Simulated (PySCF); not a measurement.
# A workflow on SnSiH5 (SMILES [SiH3][SnH2])

Aim: a structure relaxation (UQTP17/3-21G), then the energy (DF-CCSD(T)/SBKJC), then the excited states (ADC(2)/LANL2DZ) of SnSiH5. Input form: a Python script.

The results are computed with PySCF 2.14.0.

1 further run of the same task is left out (for a faulty analytic Hessian).

## (1) The system as given

SnSiH5 has 7 atoms, charge 0, and is taken as a doublet. As SMILES, `[SiH3][SnH2]`. Geometry: a rough force-field guess. The run starts from this shape.

Bond lengths: Si1–Sn2 2.491 Å, Si1–H3 1.519 Å, Si1–H4 1.439 Å, Si1–H5 1.526 Å, Sn2–H6 1.765 Å, Sn2–H7 1.775 Å. Angles: Si1–Sn2–H6 111.0°, Si1–Sn2–H7 109.5°, Sn2–Si1–H3 110.2°, Sn2–Si1–H4 110.0°, Sn2–Si1–H5 109.0°, H6–Sn2–H7 109.0°, H3–Si1–H4 113.4°, H3–Si1–H5 104.9°, H4–Si1–H5 109.1°.

## (2) A geometry optimisation at UQTP17/3-21G (run 1)

calc.py

```python
# [SiH3][SnH2]
from pyscf import gto, dft
from pyscf.geomopt.geometric_solver import kernel as optimise

mol = gto.Mole()
mol.atom = [
    ('Si', (-0.658100, -0.684300, -0.476500)),
    ('Sn', (0.979600, 0.434100, 1.030200)),
    ('H', (-1.969800, -0.916400, 0.253200)),
    ('H', (-0.084900, -1.887100, -1.020000)),
    ('H', (-1.008600, 0.262400, -1.621100)),
    ('H', (0.329900, 1.951600, 1.655600)),
    ('H', (2.473300, 0.771700, 0.133000)),
]
mol.max_memory = 1860
mol.verbose = 4
mol.basis = '3-21g'
mol.charge = 0
mol.spin = 1
mol.build()

calc0 = dft.UKS(mol)
calc0.xc = 'qtp17'
calc0.max_cycle = 100
converged, mol_eq = optimise(calc0, maxsteps=100, convergence_set='GAU_TIGHT')
print('converged:', converged)
print(mol_eq.tostring())

calc0.reset(mol_eq)
mol = mol_eq
calc0.kernel()
if not calc0.converged:
    calc0 = calc0.newton().run(calc0.mo_coeff, calc0.mo_occ)
e_final = calc0.e_tot
print('E = %.10f Eh' % e_final)
```

On the command line:

```sh
$ OMP_NUM_THREADS=1 python calc.py
```

What it wrote:

```text
PySCF version 2.14.0

[... 63 lines left out ...]
> Will converge when all 5 criteria are reached:
[... 121 lines left out ...]
Step    0 : Gradient = 1.986e-02/3.638e-02 (rms/max) Energy = -6286.9461969779
[... 379 lines left out ...]
converged SCF energy = -6286.95062640139  <S^2> = 0.75123836  2S+1 = 2.001238
[... 347 lines left out ...]
converged SCF energy = -6286.95062891132  <S^2> = 0.75124883  2S+1 = 2.0012484
[... 351 lines left out ...]
converged SCF energy = -6286.95062906533  <S^2> = 0.75124857  2S+1 = 2.0012482
[... 343 lines left out ...]
converged SCF energy = -6286.95062911179  <S^2> = 0.75124888  2S+1 = 2.0012485
[... 352 lines left out ...]
converged SCF energy = -6286.95062923957  <S^2> = 0.75124892  2S+1 = 2.0012485
[... 339 lines left out ...]
converged SCF energy = -6286.95062926962  <S^2> = 0.75124897  2S+1 = 2.0012486
[... 104 lines left out ...]
converged SCF energy = -6286.95062926961  <S^2> = 0.75124891  2S+1 = 2.0012485
E = -6286.9506292696 Eh
```

Run time: 2.8 min. Hardware: 1 thread of Arm Neoverse V2, shared host; peak memory 0.58 GiB.

Step by step:

```csv
step,energy from the first frame kept (eV),largest force (eV/Å)
0,0.0000,1.8708
1,-0.1080,0.4212
2,-0.1180,0.0945
3,-0.1202,0.0472
4,-0.1205,0.0092
5,-0.1206,0.0062
6,-0.1206,0.0031
7,-0.1206,0.0015
8,-0.1206,0.0005
9,-0.1206,0.0015
10,-0.1206,0.0035
11,-0.1206,0.0048
12,-0.1206,0.0042
13,-0.1206,0.0017
14,-0.1206,0.0003
15,-0.1206,0.0009
16,-0.1206,0.0016
17,-0.1206,0.0029
18,-0.1206,0.0056
19,-0.1206,0.0050
20,-0.1206,0.0015
21,-0.1206,0.0005
22,-0.1206,0.0005
23,-0.1206,0.0004
24,-0.1206,0.0004
```

After the run. Bond lengths: Si1–Sn2 2.577 Å, Si1–H3 1.485 Å, Si1–H4 1.485 Å, Si1–H5 1.488 Å, Sn2–H6 1.730 Å, Sn2–H7 1.730 Å. Angles: Si1–Sn2–H6 111.9°, Si1–Sn2–H7 111.9°, Sn2–Si1–H3 109.4°, Sn2–Si1–H4 109.4°, Sn2–Si1–H5 111.8°, H6–Sn2–H7 108.8°, H3–Si1–H4 108.8°, H3–Si1–H5 108.7°, H4–Si1–H5 108.7°.

## (3) A single-point energy at DF-CCSD(T)/SBKJC (core potential) (run 3)

job.py

```python
from pyscf import gto, cc

mol = gto.M(
    atom=[
    ('Si', (-0.713342, -0.643504, -0.531096)),
    ('Sn', (0.992844, 0.476613, 1.042706)),
    ('H', (-1.957202, -0.943303, 0.223448)),
    ('H', (-0.147729, -1.917259, -1.044944)),
    ('H', (-1.054106, 0.229263, -1.687355)),
    ('H', (0.380942, 1.947582, 1.717069)),
    ('H', (2.488421, 0.811945, 0.240364)),
],
    max_memory=1860,
    spin=1,
    ecp={'Si': 'sbkjc', 'Sn': 'sbkjc'},
    verbose=4,
    basis='sbkjc',
    charge=0,
)

mf = mol.UHF()
mf.max_cycle = 100
mf = mf.newton()
mf.kernel()

mycc = cc.CCSD(mf).density_fit()
mycc.kernel()
e_t = mycc.ccsd_t()
etot = mycc.e_tot + e_t
print('E(%s) = %.9f' % ('DF-CCSD(T)', etot))
dip = mf.dip_moment()
pop, q = mf.mulliken_pop()
```

On the command line:

```sh
$ OMP_NUM_THREADS=1 python job.py
```

What it wrote:

```text
PySCF version 2.14.0

[... 65 lines left out ...]
converged SCF energy = -9.82683748494457  <S^2> = 0.75386525  2S+1 = 2.0038615
[... 8 lines left out ...]
WARN: Even tempered Gaussians are generated as DF auxbasis for  Si H Sn
[... 21 lines left out ...]
WARN: Even tempered Gaussians are generated as DF auxbasis for  Si H Sn
[... 1 line left out ...]
Init t2, MP2 energy = -0.0872920998044556
[... 13 lines left out ...]
UCCSD converged
[... 3 lines left out ...]
Dipole moment(X, Y, Z, Debye): -0.03939, -0.18739,  0.08806
[... 13 lines left out ...]
charge of  6H =     -0.15230  (     0.56282      0.58948 )
```

It took 2.2 s on 1 thread of Arm Neoverse V2, shared host; peak memory 0.13 GiB.

## (4) The excited states at ADC(2)/LANL2DZ (core potential, root kind ee) (run 4)

calc.py

```python
# [SiH3][SnH2]
from pyscf import gto, scf, adc

mol = gto.M(
    atom=[
    ('Si', (-0.713342, -0.643504, -0.531096)),
    ('Sn', (0.992844, 0.476613, 1.042706)),
    ('H', (-1.957202, -0.943303, 0.223448)),
    ('H', (-0.147729, -1.917259, -1.044944)),
    ('H', (-1.054106, 0.229263, -1.687355)),
    ('H', (0.380942, 1.947582, 1.717069)),
    ('H', (2.488421, 0.811945, 0.240364)),
],
    spin=1,
    ecp={'Si': 'lanl2dz', 'Sn': 'lanl2dz'},
    charge=0,
    max_memory=1860,
    verbose=3,
    basis='lanl2dz',
)

hf = scf.UHF(mol)
hf.kernel()
if not hf.converged:
    hf = hf.newton().run(hf.mo_coeff, hf.mo_occ)

myadc = adc.ADC(hf)
myadc.method = 'adc(2)'

myadc.method_type = 'ee'
e, vec, osc, x = myadc.kernel(nroots=5)

roots = e * 27.211386
print('root  energy (eV)  strength')
for i, (w, f) in enumerate(zip(roots, osc), 1):
    print('%3d %10.4f %10.5f' % (i, w, f))
```

On the command line:

```sh
$ OMP_NUM_THREADS=1 python calc.py
```

What it wrote:

```text
converged SCF energy = -9.83999591453776  <S^2> = 0.75393727  2S+1 = 2.0039334
MP2 correlation energy of reference state (a.u.) = -0.09109185
root  energy (eV)  strength
  1     4.2741    0.02332
  2     5.1511    0.07846
  3     5.2486    0.00365
  4     5.6205    0.01949
  5     6.1216    0.02751
```

Run time: 1.2 s. Hardware: 1 thread of Arm Neoverse V2, shared host; peak memory 0.15 GiB.

The roots found:

```
excited state  energy (eV)  strength
            1        4.274    0.0233
            2        5.151    0.0785
            3        5.249    0.0037
            4        5.620    0.0195
            5        6.122    0.0275
```

## (5) What came out

| quantity | value |
| --- | --- |
| run 1, UQTP17/3-21G: total energy at the end | -6286.95063 Eh |
| run 1, UQTP17/3-21G: dipole moment | 0.29 D |
| run 1, UQTP17/3-21G: HOMO energy (highest over α and β) | -7.17 eV |
| run 1, UQTP17/3-21G: LUMO energy (lowest over α and β) | -2.01 eV |
| run 1, UQTP17/3-21G: ⟨S²⟩ | 0.751 |
| run 3, DF-CCSD(T)/SBKJC: total energy | -9.95206 Eh |
| run 3, DF-CCSD(T)/SBKJC: dipole moment (Hartree–Fock density) | 0.21 D |
| run 3, DF-CCSD(T)/SBKJC: HOMO energy (Hartree–Fock orbitals) (highest over α and β) | -8.13 eV |
| run 3, DF-CCSD(T)/SBKJC: LUMO energy (Hartree–Fock orbitals) (lowest over α and β) | 0.26 eV |
| run 3, DF-CCSD(T)/SBKJC: correlation energy | -125.2 mEh |
| run 3, DF-CCSD(T)/SBKJC: (T) correction | -1.80 mEh |
| run 3, DF-CCSD(T)/SBKJC: ⟨S²⟩ of the reference determinant | 0.754 |
| run 3, DF-CCSD(T)/SBKJC: T1 diagnostic | 0.009 |
| run 4, ADC(2)/LANL2DZ: dipole moment (Hartree–Fock density) | 0.75 D |
| run 4, ADC(2)/LANL2DZ: HOMO energy (Hartree–Fock orbitals) (highest over α and β) | -8.22 eV |
| run 4, ADC(2)/LANL2DZ: LUMO energy (Hartree–Fock orbitals) (lowest over α and β) | 0.28 eV |
| run 4, ADC(2)/LANL2DZ: correlation energy | -91.1 mEh |
| run 4, ADC(2)/LANL2DZ: ⟨S²⟩ of the reference determinant | 0.754 |
| run 4, ADC(2)/LANL2DZ: lowest excitation energy | 4.27 eV |

**Reading.** The optimisation (run 1, UQTP17/3-21G) took 24 steps and changed the energy by -0.121 eV. Relativity is left out (run 1, UQTP17/3-21G) although the molecule holds a heavy atom. The triples (run 3, DF-CCSD(T)/SBKJC) make up 1.4 % of the correlation energy. The brightest of the 5 transitions from the ground state lies at 5.15 eV (241 nm, f = 0.078); the lowest, at 4.27 eV, has f = 0.023. Mulliken charges (run 4, ADC(2)/LANL2DZ) of the mean-field density run from -0.18 on H6 to +0.42 on Sn2.
